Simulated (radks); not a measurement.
# Ionising samarium step by step, Sm to Sm³⁺

One table from this session's results is given with a row withheld; the runs are named, their logs left out.

Method: scalar-relativistic Kohn-Sham, PBE, spin-polarised, spherical densities, finite nucleus; open shells are filled with parallel spins first. Code: radks (a radial shooting solver on a logarithmic mesh, Libxc functionals) version 1.

## What is computed

```
element             : samarium (Z = 62)
charges             : 0 to 3
first configuration : [Xe] 4f6 6s2
last configuration  : [Xe] 4f5
```

Outer shells as boxes (Hund's rule):

Sm
```
[Xe] core
4f [↑ ][↑ ][↑ ][↑ ][↑ ][↑ ][  ]
6s [↑↓]
```

Sm³⁺
```
[Xe] core
4f [↑ ][↑ ][↑ ][↑ ][↑ ][  ][  ]
```

Set-up of the first run:

Input:

```text
Z 62
configuration [Xe] 4f6 6s2
relativity scalar-relativistic
functional pbe,pbe
spin polarised
nucleus finite rms 5.0819 fm
c 137.035999084
```

Among the steps run: Sm, [Xe] 4f6 6s2.

One table of the session follows, with a row left open; its other results are not shown here.

It belongs to the step «Sm, [Xe] 4f6 6s2». From the orbitals of this run (lengths in bohr):

```
  level     <r>  outermost maximum (interpolated)  90 % within  nodes
4d down  0.6714                             0.587         1.01      1
  5s up   1.403                              1.26         2.02      4
5s down       ?                                 ?            ?      ?
  5p up   1.649                              1.43         2.42      3
5p down   1.688                              1.45         2.49      3
  6s up   4.274                              3.64         6.32      5
  4f up  0.9933                             0.614         1.74      0
6s down   4.419                              3.77         6.53      5
```

Estimate the missing values for 5s down.

As computed: <r>: 1.426; outermost maximum (interpolated): 1.27; 90 % within: 2.06; nodes: 4. In the column «<r>» it lies between 5s up (1.403) and 5p up (1.649).

To keep in mind: Open shells are spherical and high-spin; term and fine-structure splittings are not resolved.
